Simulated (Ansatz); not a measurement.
**ErH: one candidate of a structure search**

The task: take a trial cell of ErH to zero force and stress, then test the end with a random kick.

Computed with Ansatz 0.2.0 (DFT PBE, scalar-relativistic, plane waves, PAW; 4f electrons in the core of a trivalent norm-conserving potential, unless a step's input says otherwise).

## (1) The structure to begin with

It takes space group F-43m (No. 216, cubic). The conventional cell has a = 5.134 Å, b = 5.134 Å, c = 5.134 Å, α = 90.00°, β = 90.00°, γ = 90.00°. Around Er (site symmetry -43m) lie 4 H at 2.22 Å. H (site symmetry -43m) is surrounded by 4 Er at 2.22 Å.

As a file:

```cif
data_structure
_symmetry_space_group_name_H-M 'P 1'
_symmetry_Int_Tables_number 1
_cell_length_a 3.6306
_cell_length_b 3.6306
_cell_length_c 3.6306
_cell_angle_alpha 60.000
_cell_angle_beta 60.000
_cell_angle_gamma 60.000
_cell_volume 33.84
loop_
_atom_site_label
_atom_site_type_symbol
_atom_site_fract_x
_atom_site_fract_y
_atom_site_fract_z
_atom_site_occupancy
Er1 Er 0.00000 0.00000 0.00000 1
H1 H 0.75000 0.75000 0.75000 1
```

The cell is invented: species swapped into a database cell of GaP (F-43m, No. 216), with Er on the Ga sites and H on the P sites. The dimensions are guesses.

## (2) Probe: one point on a coarse mesh

input.yaml

```yaml
crystal:
  lattice:
    - [0.0, 2.56724326, 2.56724326]
    - [2.56724326, 0.0, 2.56724326]
    - [2.56724326, 2.56724326, 0.0]
  atoms:
    - { symbol: Er, position: [0.0, 0.0, 0.0] }
    - { symbol: H, position: [0.75, 0.75, 0.75] }
basis:
  ecutwfc: 770
kpoints:
  mp_grid: { grid: [6, 6, 6] }
hamiltonian:
  xc: pbe
  pseudopotentials:
    kind: paw
    azcp: { Er: "pseudopotentials/pbe/nc/lanthanide_3plus/Er.nc.azcp" }
scf:
  occupations: { method: gaussian, width: 0.1 }
  lower_state_search: "off"
output:
  forces: true
  stress: true
  eigenvalues: true
```

Started as:

```bash
$ ansatz run input.yaml --threads 1 --pin off --max-ram 2560MiB --backend cpu --events-out ev --progress --plain --runs-dir out
```

Further runs follow: final relaxation; kick test: the unmoved cell on a coarse mesh; kicked and relaxed without symmetry.

What does the calculation give? Wanted: conventional cell; volume; energy over the elements; gap on the mesh.

The runs gave:

| quantity | value |
| --- | --- |
| symmetry at the end (tolerance 0.05 Å) | space group F-43m (No. 216) |
| conventional cell | a = 5.110 Å, b = 5.110 Å, c = 5.110 Å, α = 90.00°, β = 90.00°, γ = 90.00° |
| volume | 16.68 Å³/atom |
| energy over the elements (uncorrected; H, N, O, F and Cl as molecules) | -0.40 eV/atom |
| gap on the mesh | none (metal) |

In words: The space group F-43m (No. 216) is kept, and the volume per atom shrinks by 1.4 % from the first guess. A negative formation energy is needed for stability but isn't enough; other structures and compounds were not set against it here. The kicked cell came back to the same energy, so the end is stable against the distortions that fit this cell and this draw; modes that don't fit the cell aren't tested. Spin-orbit coupling is left out for Er. The lanthanide's 4f electrons sit in the core of its potential, so it is trivalent by construction and shows no f bands or moments.

No U or exact exchange acts on the 4f shell of Er, so a metallic reading can be the functional's.
